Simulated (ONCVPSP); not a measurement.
**An ONCV potential for iridium, from input to tests**

Aim: build the potential from the settings below, then test how well it stands in for the atom: other configurations, scattering, ghost states and the plane-wave cutoff that it needs.

Method: ONCVPSP 4.0.1, PBE, non-relativistic.

**1. Settings**

Typed settings, in words:

| Item | Value |
| --- | --- |
| element | iridium (Ir, Z = 77) |
| type | optimised norm-conserving Vanderbilt (ONCV) |
| frozen core | [Kr] 4d10 4f14 |
| valence charge | 17 |
| reference configuration | 5s2 5p6 5d7 6s1 (charge +1) |
| partial waves | 5s+6s: rc 1.60 bohr, ncon 4, nbas 7, qcut 8.6 1/bohr, 2 projectors; 5p: rc 1.80 bohr, ncon 4, nbas 7, qcut 9 1/bohr, 2 projectors, debl 1.7 Ha; 5d: rc 2.25 bohr, ncon 5, nbas 9, qcut 8.4 1/bohr, 2 projectors, debl 2.4 Ha |
| local potential | polynomial inside 1.30 bohr (lpopt 5, dvloc0 4 Ha) |
| core correction | not asked for |

The outer shells as boxes (Hund's rule for the drawing; the calculation is spin-unpolarised):

```
[Kr] core
4d [↑↓][↑↓][↑↓][↑↓][↑↓]
4f [↑↓][↑↓][↑↓][↑↓][↑↓][↑↓][↑↓]
5s [↑↓]
5p [↑↓][↑↓][↑↓]
5d [↑↓][↑↓][↑ ][↑ ][↑ ]
6s [↑ ]
```

**2. Generating the potential**

The input, Ir.dat:

```
# ATOM AND REFERENCE CONFIGURATION
# atsym  z   nc   nv     iexc    psfile
  Ir 77.00   10    4        4      upf
#
#   n    l    f
    1    0    2.00
    2    0    2.00
    2    1    6.00
    3    0    2.00
    3    1    6.00
    3    2   10.00
    4    0    2.00
    4    1    6.00
    4    2   10.00
    4    3   14.00
    5    0    2.00
    5    1    6.00
    5    2    7.00
    6    0    1.00
#
# PSEUDOPOTENTIAL AND OPTIMIZATION
# lmax
    2
#
#   l,   rc,      ep,       ncon, nbas, qcut
    0    1.60    0.00    4    7    8.60
    1    1.80    0.00    4    7    9.00
    2    2.25    0.00    5    9    8.40
#
# LOCAL POTENTIAL
# lloc, lpopt,  rc(5),   dvloc0
    4    5    1.30    4.00
#
# VANDERBILT-KLEINMAN-BYLANDER PROJECTORs
# l, nproj, debl
    0    2    0.40
    1    2    1.70
    2    2    2.40
#
# MODEL CORE CHARGE
# icmod, fcfact, rcfact
    0    0.00    0.00
#
# LOG DERIVATIVE ANALYSIS
# epsh1, epsh2, depsh
   -5.00    5.00    0.04
#
# OUTPUT GRID
# rlmax, drl
    6.00    0.01
#
# TEST CONFIGURATIONS
# ncnf
    4
# nvcnf
#   n    l    f
    4
    5    0    2.00
    5    1    6.00
    5    2    7.00
    6    0    2.00
#
    4
    5    0    2.00
    5    1    6.00
    5    2    7.00
    6    0    0.00
#
    4
    5    0    2.00
    5    1    6.00
    5    2    6.00
    6    0    0.00
#
    4
    5    0    2.00
    5    1    5.00
    5    2    7.00
    6    0    2.00
#
```

Run with:

```
$ oncvpspnr.x < Ir.dat > Ir.out
```

Q: Predict the outcome of this session. Wanted: cutoffs for 1 and 0.1 mHa per electron, occupied waves; bound ghosts; GHOST(+) flags; largest test error; largest phase difference near zero energy, channels read; projector energies reset by the program.

**Answer**, as computed:

```
                                                quantity                         value
  cutoffs for 1 and 0.1 mHa per electron, occupied waves               25 Ha and 29 Ha
                                            bound ghosts                    none found
                                          GHOST(+) flags                   s at 352 eV
                            largest test error (AE − PS)  -55 meV, for 5s2 5p5 5d7 6s2
largest phase difference near zero energy, channels read                     0.000 rad
                 projector energies reset by the program           p: -2.161, 0.250 Ha
```

What this shows: By total energies transferability is fair: the largest error is 55 meV on 49.1 eV, for 5s2 5p5 5d7 6s2. That test lies far up in energy; among those under 40 eV, nearer to bonding, the largest error is 0.4 meV. By its cutoff, 25 Ha for the looser tolerance, it is of middling hardness. It is free of bound ghosts as far as tested. Near zero energy the phases of the channels with partial waves agree within 0.001 rad. The program also flags highly localised states, GHOST(+) (s). Note that the frozen 4f shell (-82 eV) lies higher than the valence 5s shell (-87 eV). A non-relativistic atom is unphysical at this Z; the numbers test the scheme, not the element. All of this concerns the isolated atom, not yet a solid.
